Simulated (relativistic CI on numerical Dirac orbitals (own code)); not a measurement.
# Co⁺: 3p photoemission with charge transfer

Aim: the 3p photoemission spectrum of Co⁺ in a cubic metal-ligand cluster, for 5 values of Delta.

Method: charge-transfer multiplet model of a cubic metal-ligand cluster with up to 2 ligand holes, Slater and spin-orbit integrals from Dirac-Coulomb-Breit ions, Slater integrals scaled by 0.8. Code: relativistic CI on numerical Dirac orbitals (own code) version 3.

## 1. What is computed

* ion: Co⁺ (Co II)
* nuclear charge: 27
* electrons: 26
* d electrons: 8
* ligand holes at most: 2
* parameters: in eV; Veg, Vt2g hoppings, tenDq and tenDqL metal and ligand splittings (negative tenDq: tetrahedral), red the scaling of hopping with a core hole
* temperature: 300 K
* widths: Lorentz 0.9 eV, Gauss 0.8 eV

## 2. Delta = 7.1 eV

Input settings:

```ini
cluster ion=Co1+ d8 ligand_holes=2 slater_scale=0.8
Delta=7.1 Udd=7.3 Upd=9 tenDq=0.35 tenDqL=1 Veg=1.55 Vt2g=-0.71 red=1
spectrum xps 3p T=300 lorentz=0.9 gauss=0.8
```

On the command line:

```bash
> python run_levels.py task.json out
```

One command runs all members of the session, one after another, from task.json.

The program writes no log. Results of the run, from its result record (rounded, main fields) (excerpt; [...] marks lines left out):

```text
{
  "status": "converged",
  "curve, one point in 6 above 2 % of the maximum [energy, intensity] [eV from the first main peak; 1/eV]": [
    [-4.3, 0.00328],
    [-3.7, 0.00427],
    [-3.1, 0.005869],
    [-2.5, 0.008765],
    [-1.9, 0.0151],
    [-1.3, 0.03358],
    [-0.7, 0.08564],
    [-0.1, 0.1289],
    [0.5, 0.1106],
    [1.1, 0.07612],
    [1.7, 0.0516],
    [2.3, 0.04146],
    [2.9, 0.04012],
    [3.5, 0.04887],
    [4.1, 0.06997],
    [4.7, 0.09354],
    [5.3, 0.08409],
    [5.9, 0.06422],
    [6.5, 0.04737],
    [7.1, 0.04781],
    [7.7, 0.04619],
    [8.3, 0.03959],
    [8.9, 0.03176],
    [9.5, 0.03418],
    [10.1, 0.04343],
    [10.7, 0.03389],
    [11.3, 0.02698],
    [11.9, 0.03031],
    "... 14 more rows left out ..."
  ],
  "weights": [0.931964, 0.0673929, 0.000643353],
  "n_d": 8.06868,
  "n_eg": 2.08498,
  "ground_S": 0.999631,
  "ground_energy [eV]": -2.05469,
  "cluster_levels [E_eV, degeneracy, S, weight_dn]": [
    [1.465e-14, 3, 0.9996, 0.932],
    [0.5617, 2, 0.9976, 0.9583],
    [0.5743, 3, 0.9998, 0.9582],
    [0.6108, 3, 0.9991, 0.9576],
    [0.6233, 1, 1, 0.9577],
    [0.9396, 1, 0.9989, 0.9752],
    [0.9868, 3, 0.9996, 0.9745],
    [1.062, 2, 0.9819, 0.9715],
    [1.063, 3, 0.9991, 0.9736],
    [1.491, 2, 0.06435, 0.9075],
    [2.036, 3, 0.1366, 0.9453],
    [2.332, 2, 0.9961, 0.9509],
    [2.337, 1, 0.146, 0.8986],
    [2.351, 3, 0.9486, 0.9505],
    [2.377, 3, 0.9995, 0.9501],
    [2.403, 1, 0.9433, 0.9459],
    [2.623, 3, 0.003384, 0.9273],
    [3.052, 2, 0.004283, 0.9695],
    [3.114, 3, 0.003094, 0.9681],
    [5.709, 1, 0.002794, 0.8449],
    [8.338, 1, 0.02105, 0.0004203],
    [8.338, 3, 0.9994, 0.000478],
    "... 2 more rows left out ..."
  ],
  "atomic [eV]": {"ground": {"F2dd": 8.28484, "F4dd": 5.10302, "zeta_d": 0.0557722}, "final": {"F2dd": 9.3213, "F4dd": 5.78879, "zeta_d": 0.0629889, "zeta_core": 1.19541, "F2cd": 10.3393, "G1cd": 12.8252, "G3cd": 7.75353}}
}
```

Run time: 1.3 s. Hardware: 1 thread of Intel Xeon 6975P-C, shared host; peak memory 0.19 GiB.

## 3. Delta = 4.1 eV

Input settings:

```ini
cluster ion=Co1+ d8 ligand_holes=2 slater_scale=0.8
Delta=4.1 Udd=7.3 Upd=9 tenDq=0.35 tenDqL=1 Veg=1.55 Vt2g=-0.71 red=1
spectrum xps 3p T=300 lorentz=0.9 gauss=0.8
```

Results of the run:

```text
{
  "status": "converged",
  "curve, one point in 11 above 2 % of the maximum [energy, intensity] [eV from the first main peak; 1/eV]": [
    [-3.2, 0.004404],
    [-2.1, 0.009228],
    [-1, 0.03713],
    [0.1, 0.1052],
    [1.2, 0.06299],
    [2.3, 0.03467],
    [3.4, 0.03642],
    [4.5, 0.1013],
    [5.6, 0.06993],
    [6.7, 0.04245],
    [7.8, 0.04448],
    [8.9, 0.05424],
    [10, 0.04421],
    [11.1, 0.03329],
    [12.2, 0.05968],
    [13.3, 0.01856],
    [14.4, 0.01214],
    [15.5, 0.01367],
    [16.6, 0.008931],
    [17.7, 0.02189],
    [18.8, 0.01998],
    [19.9, 0.03285],
    [21, 0.01179],
    [22.1, 0.003439]
  ],
  "weights": [0.854964, 0.14258, 0.00245553],
  "n_d": 8.14749,
  "n_eg": 2.15863,
  "ground_S": 0.999642,
  "ground_energy [eV]": -2.35879,
  "cluster_levels [E_eV, degeneracy, S, weight_dn]": [
    [1.821e-14, 3, 0.9996, 0.855],
    [0.6763, 2, 0.9954, 0.9061],
    [0.6887, 3, 0.9997, 0.9063],
    [0.7229, 3, 0.9991, 0.9054],
    [0.736, 1, 1, 0.9055],
    [1.124, 1, 0.9978, 0.9369],
    [1.168, 3, 0.9996, 0.9352],
    [1.211, 2, 0.8432, 0.8965],
    [1.239, 3, 0.9993, 0.9315],
    [1.367, 2, 0.3436, 0.8076],
    [2.067, 3, 0.1048, 0.8528],
    [2.103, 1, 0.0159, 0.7159],
    [2.398, 2, 0.9982, 0.8767],
    [2.414, 3, 0.9617, 0.8746],
    [2.437, 3, 0.9968, 0.8718],
    [2.456, 1, 0.9958, 0.87],
    [2.558, 3, 0.01164, 0.8017],
    [3.202, 2, 0.003766, 0.9163],
    [3.255, 3, 0.003656, 0.9104],
    [5.128, 1, 0.002653, 0.5538],
    [5.643, 1, 0.01393, 0.0006634],
    [5.644, 3, 0.9996, 0.0007813],
    "... 2 more rows left out ..."
  ],
  "atomic [eV]": {"ground": {"F2dd": 8.28484, "F4dd": 5.10302, "zeta_d": 0.0557722}, "final": {"F2dd": 9.3213, "F4dd": 5.78879, "zeta_d": 0.0629889, "zeta_core": 1.19541, "F2cd": 10.3393, "G1cd": 12.8252, "G3cd": 7.75353}}
}
```

Run time: 1.3 s. Hardware: 1 thread of Intel Xeon 6975P-C, shared host; peak memory 0.19 GiB.

## 4. Delta = 6.1 eV

Input settings:

```ini
cluster ion=Co1+ d8 ligand_holes=2 slater_scale=0.8
Delta=6.1 Udd=7.3 Upd=9 tenDq=0.35 tenDqL=1 Veg=1.55 Vt2g=-0.71 red=1
spectrum xps 3p T=300 lorentz=0.9 gauss=0.8
```

Results of the run:

```text
{
  "status": "converged",
  "curve, one point in 10 above 2 % of the maximum [energy, intensity] [eV from the first main peak; 1/eV]": [
    [-3.7, 0.0039],
    [-2.7, 0.006763],
    [-1.7, 0.01617],
    [-0.7, 0.07152],
    [0.3, 0.1145],
    [1.3, 0.06535],
    [2.3, 0.0407],
    [3.3, 0.04833],
    [4.3, 0.08542],
    [5.3, 0.07614],
    [6.3, 0.04794],
    [7.3, 0.05151],
    [8.3, 0.05445],
    [9.3, 0.02801],
    [10.3, 0.04059],
    [11.3, 0.03482],
    [12.3, 0.03524],
    [13.3, 0.02323],
    [14.3, 0.0127],
    [15.3, 0.00961],
    [16.3, 0.02067],
    [17.3, 0.01913],
    [18.3, 0.03764],
    [19.3, 0.01744],
    [20.3, 0.005601]
  ],
  "weights": [0.914355, 0.0846767, 0.000968215],
  "n_d": 8.08661,
  "n_eg": 2.10131,
  "ground_S": 0.999634,
  "ground_energy [eV]": -2.13185,
  "cluster_levels [E_eV, degeneracy, S, weight_dn]": [
    [7.55e-15, 3, 0.9996, 0.9144],
    [0.5916, 2, 0.9973, 0.9469],
    [0.604, 3, 0.9998, 0.9468],
    [0.6399, 3, 0.9991, 0.9461],
    [0.6526, 1, 1, 0.9463],
    [0.9883, 1, 0.9987, 0.9676],
    [1.035, 3, 0.9996, 0.9666],
    [1.106, 2, 0.9742, 0.9616],
    [1.11, 3, 0.9991, 0.9653],
    [1.461, 2, 0.08349, 0.8796],
    [2.05, 3, 0.1296, 0.9267],
    [2.292, 1, 0.05006, 0.858],
    [2.352, 2, 0.9968, 0.9353],
    [2.371, 3, 0.9515, 0.9346],
    [2.397, 3, 0.9992, 0.9338],
    [2.419, 1, 0.9827, 0.9319],
    [2.615, 3, 0.004117, 0.9018],
    [3.093, 2, 0.004158, 0.9593],
    [3.154, 3, 0.003227, 0.9571],
    [5.592, 1, 0.002738, 0.7675],
    [7.415, 1, 0.01884, 0.0004854],
    [7.416, 3, 0.9995, 0.0005574],
    "... 2 more rows left out ..."
  ],
  "atomic [eV]": {"ground": {"F2dd": 8.28484, "F4dd": 5.10302, "zeta_d": 0.0557722}, "final": {"F2dd": 9.3213, "F4dd": 5.78879, "zeta_d": 0.0629889, "zeta_core": 1.19541, "F2cd": 10.3393, "G1cd": 12.8252, "G3cd": 7.75353}}
}
```

It took 1.3 s on 1 thread of Intel Xeon 6975P-C, shared host; peak memory 0.2 GiB.

## 5. Delta = 9.1 eV

Input settings:

```ini
cluster ion=Co1+ d8 ligand_holes=2 slater_scale=0.8
Delta=9.1 Udd=7.3 Upd=9 tenDq=0.35 tenDqL=1 Veg=1.55 Vt2g=-0.71 red=1
spectrum xps 3p T=300 lorentz=0.9 gauss=0.8
```

Results of the run:

```text
{
  "status": "converged",
  "curve, one point in 10 above 2 % of the maximum [energy, intensity] [eV from the first main peak; 1/eV]": [
    [-3.9, 0.004033],
    [-2.9, 0.006861],
    [-1.9, 0.01545],
    [-0.9, 0.06485],
    [0.1, 0.1359],
    [1.1, 0.08878],
    [2.1, 0.04496],
    [3.1, 0.04011],
    [4.1, 0.06],
    [5.1, 0.09597],
    [6.1, 0.07267],
    [7.1, 0.03661],
    [8.1, 0.03342],
    [9.1, 0.03339],
    [10.1, 0.03297],
    [11.1, 0.02821],
    [12.1, 0.03109],
    [13.1, 0.01632],
    [14.1, 0.02561],
    [15.1, 0.02461],
    [16.1, 0.01906],
    [17.1, 0.01903],
    [18.1, 0.02455],
    [19.1, 0.009083],
    [20.1, 0.002982]
  ],
  "weights": [0.954572, 0.0451155, 0.000312208],
  "n_d": 8.04574,
  "n_eg": 2.06484,
  "ground_S": 0.999625,
  "ground_energy [eV]": -1.94248,
  "cluster_levels [E_eV, degeneracy, S, weight_dn]": [
    [3.464e-14, 3, 0.9996, 0.9546],
    [0.5174, 2, 0.998, 0.9725],
    [0.5303, 3, 0.9998, 0.9724],
    [0.5678, 3, 0.999, 0.9719],
    [0.58, 1, 1, 0.9721],
    [0.8671, 1, 0.9991, 0.9842],
    [0.9155, 3, 0.9997, 0.9837],
    [0.993, 3, 0.999, 0.9833],
    [0.9945, 2, 0.9877, 0.9822],
    [1.526, 2, 0.05063, 0.9421],
    [2.01, 3, 0.1451, 0.9667],
    [2.297, 2, 0.995, 0.9694],
    [2.317, 3, 0.945, 0.9693],
    [2.344, 3, 0.9997, 0.9691],
    [2.358, 1, 0.8883, 0.9633],
    [2.401, 1, 0.2567, 0.9439],
    [2.624, 3, 0.002725, 0.9565],
    [2.987, 2, 0.004426, 0.9812],
    [3.051, 3, 0.002904, 0.9806],
    [5.816, 1, 0.00283, 0.9256],
    [10.22, 1, 0.02493, 0.0003224],
    [10.23, 3, 0.9992, 0.0003609],
    "... 2 more rows left out ..."
  ],
  "atomic [eV]": {"ground": {"F2dd": 8.28484, "F4dd": 5.10302, "zeta_d": 0.0557722}, "final": {"F2dd": 9.3213, "F4dd": 5.78879, "zeta_d": 0.0629889, "zeta_core": 1.19541, "F2cd": 10.3393, "G1cd": 12.8252, "G3cd": 7.75353}}
}
```

It took 1.3 s on 1 thread of Intel Xeon 6975P-C, shared host; peak memory 0.2 GiB.

## 6. Delta = 10.1 eV

Input settings:

```ini
cluster ion=Co1+ d8 ligand_holes=2 slater_scale=0.8
Delta=10.1 Udd=7.3 Upd=9 tenDq=0.35 tenDqL=1 Veg=1.55 Vt2g=-0.71 red=1
spectrum xps 3p T=300 lorentz=0.9 gauss=0.8
```

Results of the run:

```text
{
  "status": "converged",
  "curve, one point in 10 above 2 % of the maximum [energy, intensity] [eV from the first main peak; 1/eV]": [
    [-4.1, 0.003751],
    [-3.1, 0.006187],
    [-2.1, 0.01297],
    [-1.1, 0.04851],
    [-0.1, 0.1372],
    [0.9, 0.09958],
    [1.9, 0.05394],
    [2.9, 0.0374],
    [3.9, 0.06086],
    [4.9, 0.08459],
    [5.9, 0.08024],
    [6.9, 0.04429],
    [7.9, 0.03118],
    [8.9, 0.03284],
    [9.9, 0.03056],
    [10.9, 0.02726],
    [11.9, 0.03112],
    [12.9, 0.02054],
    [13.9, 0.02377],
    [14.9, 0.02718],
    [15.9, 0.02226],
    [16.9, 0.02025],
    [17.9, 0.01695],
    [18.9, 0.01166],
    [19.9, 0.0038]
  ],
  "weights": [0.961987, 0.0377865, 0.000226334],
  "n_d": 8.03824,
  "n_eg": 2.05856,
  "ground_S": 0.999623,
  "ground_energy [eV]": -1.90065,
  "cluster_levels [E_eV, degeneracy, S, weight_dn]": [
    [7.172e-14, 3, 0.9996, 0.962],
    [0.5007, 2, 0.9981, 0.9771],
    [0.5137, 3, 0.9998, 0.977],
    [0.5517, 3, 0.999, 0.9766],
    [0.5638, 1, 1, 0.9767],
    [0.8397, 1, 0.9991, 0.9869],
    [0.8885, 3, 0.9997, 0.9866],
    [0.9663, 3, 0.999, 0.9862],
    [0.9687, 2, 0.989, 0.9854],
    [1.537, 2, 0.04788, 0.9529],
    [1.998, 3, 0.1478, 0.973],
    [2.283, 2, 0.9946, 0.9751],
    [2.303, 3, 0.9438, 0.9751],
    [2.33, 3, 0.9997, 0.9749],
    [2.347, 1, 0.96, 0.973],
    [2.411, 1, 0.1068, 0.9527],
    [2.621, 3, 0.002553, 0.965],
    [2.963, 2, 0.004464, 0.9847],
    [3.027, 3, 0.002834, 0.9843],
    [5.839, 1, 0.002834, 0.9455],
    [11.18, 1, 0.02662, 0.0002853],
    [11.18, 3, 0.9991, 0.0003172],
    "... 2 more rows left out ..."
  ],
  "atomic [eV]": {"ground": {"F2dd": 8.28484, "F4dd": 5.10302, "zeta_d": 0.0557722}, "final": {"F2dd": 9.3213, "F4dd": 5.78879, "zeta_d": 0.0629889, "zeta_core": 1.19541, "F2cd": 10.3393, "G1cd": 12.8252, "G3cd": 7.75353}}
}
```

Run time: 1.3 s. Hardware: 1 thread of Intel Xeon 6975P-C, shared host; peak memory 0.19 GiB.

## 7. Comparison

| run | d count | weight without ligand hole | ground S | up to four highest peaks (% of the highest), eV from the first main peak |
| --- | --- | --- | --- | --- |
| Delta = 7.1 eV | 8.07 | 0.93 | 1.00 | 0.0 (100), 4.8 (73), 7.3 (37), 10.1 (34) |
| Delta = 4.1 eV | 8.15 | 0.85 | 1.00 | 0.0 (100), 4.7 (99), 9.3 (52), 12.1 (57) |
| Delta = 6.1 eV | 8.09 | 0.91 | 1.00 | 0.0 (100), 4.7 (78), 7.9 (48), 10.5 (35) |
| Delta = 9.1 eV | 8.05 | 0.95 | 1.00 | 0.0 (100), 5.3 (71), 9.4 (25), 11.8 (25) |
| Delta = 10.1 eV | 8.04 | 0.96 | 1.00 | 0.0 (100), 5.4 (65), 9.1 (24), 11.9 (23) |

## 8. Results

| quantity | value |
| --- | --- |
| d count | 8.04 to 8.15 |
| ground spin (effective S from ⟨S²⟩) | 1.00 |

From Delta = 4.1 eV to Delta = 10.1 eV the ground-state d count goes from 8.15 to 8.04. In the first run d8 holds 93 % of the ground state. The cluster parameters are drawn, not fitted to a compound.
